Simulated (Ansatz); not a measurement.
# Sn2Ir: how the settings move a relaxation

How sensitive is a relaxation of Sn2Ir to its settings? A reference run comes first, then one run with altered input.

Method: reference: DFT, PBEsol, PAW with Ansatz's default frozen-core files, scalar-relativistic; relaxation of cell and atoms, in Ansatz 0.2.0.

2 further runs of the same task are left out: 2 that didn't finish.

### 1 Starting point

It takes space group Fm-3m (No. 225, cubic). The conventional cell has a = 6.338 Å, b = 6.338 Å, c = 6.338 Å, α = 90.00°, β = 90.00°, γ = 90.00°. Sn (site symmetry -43m) has 4 Ir at 2.74 Å as nearest neighbours. Around Ir (site symmetry m-3m) lie 8 Sn at 2.74 Å.

Structure file:

```
Sn Ir
1.0
     0.00000    3.16900    3.16900
     3.16900    0.00000    3.16900
     3.16900    3.16900    0.00000
Sn Ir
2 1
Direct
  0.25000 0.25000 0.25000
  0.75000 0.75000 0.75000
  0.00000 0.00000 0.00000
```

### 2 Reference

Input file input.yaml:

```yaml
crystal:
  lattice:
    - [0.0, 3.169, 3.169]
    - [3.169, 0.0, 3.169]
    - [3.169, 3.169, 0.0]
  atoms:
    - { symbol: Sn, position: [0.25, 0.25, 0.25] }
    - { symbol: Sn, position: [0.75, 0.75, 0.75] }
    - { symbol: Ir, position: [0.0, 0.0, 0.0] }
kpoints:
  mp_grid: { grid: [10, 10, 10] }
scf:
  occupations: { method: fermi_dirac, width: 0.08 }
hamiltonian:
  xc: pbesol
  pseudopotentials: { kind: paw }
relax:
  f_tol: 0.002
  max_steps: 80
  cell: {}
output:
  forces: true
  stress: true
  write_density: true
  write_potential: true
  elf: true
  volumetric_format: npy
```

The run is started by

```
> ansatz run input.yaml --threads 2 --pin off --max-ram 5120MiB --backend cpu --events-out ev --progress --plain --runs-dir out
```

Excerpt of the output:

```text
[...]
Basis set: ecut = 420 eV, 1243 PW (Γ), exchange–correlation on 60×60×60 points (8 copies of the dense FFT grid, shifted against one another)
[...]
k-points: 47 of 1000
[...]
SCF iter   1: F=—  HF=-23699.487807 eV  |F-HF|=—  |Δ(HF+E_count)|=         —  Δρ=3.82e-3  dr2=4.45e-3  ethr=1.77e-3  ⟨swp⟩=5.9  Hψ=5376  notcnv=0
preconditioner: auto → LDOS  [metal: Δε(μ)=0.008 eV  Ē_g=16.930 eV  σ=0.080 eV  W_gap=0.02  n_scr=14 (ndim 8)  ℏωp=28.3 eV  f_vac=0.036  D(μ)=1.30/eV (n_scr^D=8)  β→1.0]
SCF iter   2: F=—  HF=-23699.488009 eV  |F-HF|=—  |Δ(HF+E_count)|=   2.02e-4  Δρ=1.73e-3  dr2=1.40e-3  ethr=9.89e-6  ⟨swp⟩=2.0  Hψ=2695  notcnv=0
[...]
relax step   1: F+E_penalty+E_count = -23699.48704904 eV  Δ(F+E_penalty+E_count) = +0.000e0 eV  max|allowed force component| = 3.624e-17 eV/Å  Δτ_max = 0.0000 Å  P = +0.626 GPa  Ω = 63.650 Å³  (6 SCF iters, dr2 threshold 1.00e-7 eV, accepted)
[...]
relax step   2: F+E_penalty+E_count = -23699.48500986 eV  Δ(F+E_penalty+E_count) = +2.039e-3 eV  max|allowed force component| = 9.869e-17 eV/Å  Δτ_max = 0.0000 Å  P = -1.157 GPa  Ω = 64.551 Å³  energy of the carried Pulay correction = -4.716e-4 eV  (4 SCF iter
[...]
relax step   3: F+E_penalty+E_count = -23699.48748151 eV  Δ(F+E_penalty+E_count) = -4.325e-4 eV  max|allowed force component| = 3.392e-17 eV/Å  Δτ_max = 0.0000 Å  P = -0.012 GPa  Ω = 63.963 Å³  energy of the carried Pulay correction = -1.649e-4 eV  (7 SCF iter
Basis set: ecut = 420 eV, 1243 PW (Γ), exchange–correlation on 64×64×64 points (8 copies of the dense FFT grid, shifted against one another)
[...]
SCF iter   3: F=—  HF=-23699.487650 eV  |F-HF|=—  |Δ(HF+E_count)|=   1.51e-9  Δρ=5.70e-7  dr2=1.54e-10  ethr=7.32e-12  ⟨swp⟩=2.0  Hψ=2322  notcnv=0
SCF iter   4: F=-23699.487650 eV  HF=-23699.487650 eV  |F-HF|=7.28e-12  |Δ(HF+E_count)|=  6.55e-11  Δρ=7.50e-8  dr2=2.43e-12  ethr=1.00e-12  ⟨swp⟩=7.2  Hψ=6344  notcnv=0
[...]
relax step   4: F+E_penalty+E_count = -23699.48764970 eV  Δ(F+E_penalty+E_count) = -1.682e-4 eV  max|allowed force component| = 8.327e-17 eV/Å  Δτ_max = 0.0000 Å  P = -0.014 GPa  Ω = 63.963 Å³  stress off target by 1.37e-2 GPa  SCF on the basis re-selected at 
[...]
SCF converged after 4 iterations
Free energy (F): -23699.487650 eV
[...]
E sigma→0 (E₀):  -23699.474134 eV
[...]
Fermi energy:    14.545783 eV
[...]
  P = ⅓ Tr σ = -0.0137 GPa (-0.137 kbar)
[...]
--- Relaxed structure (3 steps of the walk, 2 accepted, 1 SCFs on fresh bases) ---
[...]
```

Wall time 9.9 s (2 threads of Arm Neoverse V1, shared host); peak memory 0.41 GiB.

### 3 Variant: preconditioner none

input.yaml: that of step 2 with these lines changed.

```diff
@@ -13,2 +13,3 @@
   occupations: { method: fermi_dirac, width: 0.08 }
+  mixing: { preconditioner: none }
 hamiltonian:
@@ -23,5 +24 @@
   stress: true
-  write_density: true
-  write_potential: true
-  elf: true
-  volumetric_format: npy
```

The run is started by

```
> ansatz run input.yaml --threads 2 --pin off --max-ram 5120MiB --backend cpu --events-out ev --progress --plain --runs-dir out
```

Standard output, shortened:

```text
[...]
Pseudopotentials: kind: paw
Pseudopotential: Sn, paw, valence charge 14, recommended cutoff 420 eV (normal), Sn.paw.azcp
Pseudopotential: Ir, paw, valence charge 17, recommended cutoff 420 eV (normal), Ir.paw.azcp
Functional definition: PBEsol
[...]
Crystal: 3 atoms, lattice volume = 63.650 Å³
Basis set: ecut = 420 eV, 1243 PW (Γ), exchange–correlation on 60×60×60 points (8 copies of the dense FFT grid, shifted against one another)
Bands: 27, of which v1, the nominal top of the filled ones, is band 23 counted from 1 (22 counted from 0)
Symmetry: 48 space group operations
Space group: Fm-3m (ITA 225), of the structure as read, at distance tolerance 4.0e-5 Å
k-points: 47 of 1000
[...]
SCF iter   1: F=—  HF=-23699.487807 eV  |F-HF|=—  |Δ(HF+E_count)|=         —  Δρ=3.82e-3  dr2=4.45e-3  ethr=1.77e-3  ⟨swp⟩=5.9  Hψ=5376  notcnv=0
[...]
relax step   1: F+E_penalty+E_count = -23699.48704904 eV  Δ(F+E_penalty+E_count) = +0.000e0 eV  max|allowed force component| = 1.850e-17 eV/Å  Δτ_max = 0.0000 Å  P = +0.626 GPa  Ω = 63.650 Å³  (7 SCF iters, dr2 threshold 1.00e-7 eV, accepted)
[...]
relax step   3: F+E_penalty+E_count = -23699.48748152 eV  Δ(F+E_penalty+E_count) = -4.325e-4 eV  max|allowed force component| = 4.626e-17 eV/Å  Δτ_max = 0.0000 Å  P = -0.012 GPa  Ω = 63.963 Å³  energy of the carried Pulay correction = -1.648e-4 eV  (8 SCF iters, accepted)
[...]
relax step   4: F+E_penalty+E_count = -23699.48764971 eV  Δ(F+E_penalty+E_count) = -1.682e-4 eV  max|allowed force component| = 3.161e-17 eV/Å  Δτ_max = 0.0000 Å  P = -0.014 GPa  Ω = 63.963 Å³  stress off target by 1.36e-2 GPa  SCF on the basis re-selected at this cell (its energy is not [...]
SCF converged after 5 iterations
Free energy (F): -23699.487650 eV
[...]
E sigma→0 (E₀):  -23699.474134 eV
Entropy (-TS):   -0.027031 eV (-9.010 meV/atom)
Fermi energy:    14.545789 eV
[...]
--- Forces (eV/Å), atoms counted from 1 ---
  atom   1  Sn     0.00000000     0.00000000     0.00000000
  atom   2  Sn    -0.00000000    -0.00000000     0.00000000
  atom   3  Ir    -0.00000000     0.00000000    -0.00000000
[...]
--- Stress (GPa, compression-positive) ---
       -0.013634       0.000000       0.000000
        0.000000      -0.013634       0.000000
        0.000000       0.000000      -0.013634
  P = ⅓ Tr σ = -0.0136 GPa (-0.136 kbar)
--- Relaxed structure (3 steps of the walk, 2 accepted, 1 SCFs on fresh bases) ---
  F+E_penalty+E_count = -23699.48764971 eV   max|allowed force component| = 3.161e-17 eV/Å   (the final SCF, on the basis selected at the relaxed cell)
  cell:  # Å, volume = 63.9632 Å³
    - [-2.5476860164477946e-34, 3.174194052084639, 3.174194052084639]
    - [3.174194052084639, -2.292917414803015e-34, 3.174194052084639]
    - [3.174194052084639, 3.174194052084639, 2.0381488131582358e-34]
  atoms:
    - { symbol: Sn, position: [0.25, 0.25, 0.25] }
    - { symbol: Sn, position: [0.75, 0.75, 0.75] }
    - { symbol: Ir, position: [-7.003260758448971e-36, 8.823317226746443e-36, -4.6028964306943326e-36] }
```

Run time: 9.7 s. Hardware: 2 threads of Arm Neoverse V1, shared host; peak memory 0.39 GiB.

Same state: the changed mixing leaves the energy within 0.5 meV/atom.

### 4 All runs together

```csv
run,ending,energy change,pressure (GPa),gap (eV),force (eV/Å),cycles,time
reference,converged,0,0.0,0.00,0.00,21,9.9 s
1: preconditioner none,converged,0.0 meV/atom,0.0,0.00,0.00,26,9.7 s
```

Times don't compare one to one where runs were asked for different outputs or read a saved state (see the inputs); cycles may leave out searches for a lower state.

**Reading.** Same state: the changed mixing leaves the energy within 0.5 meV/atom.
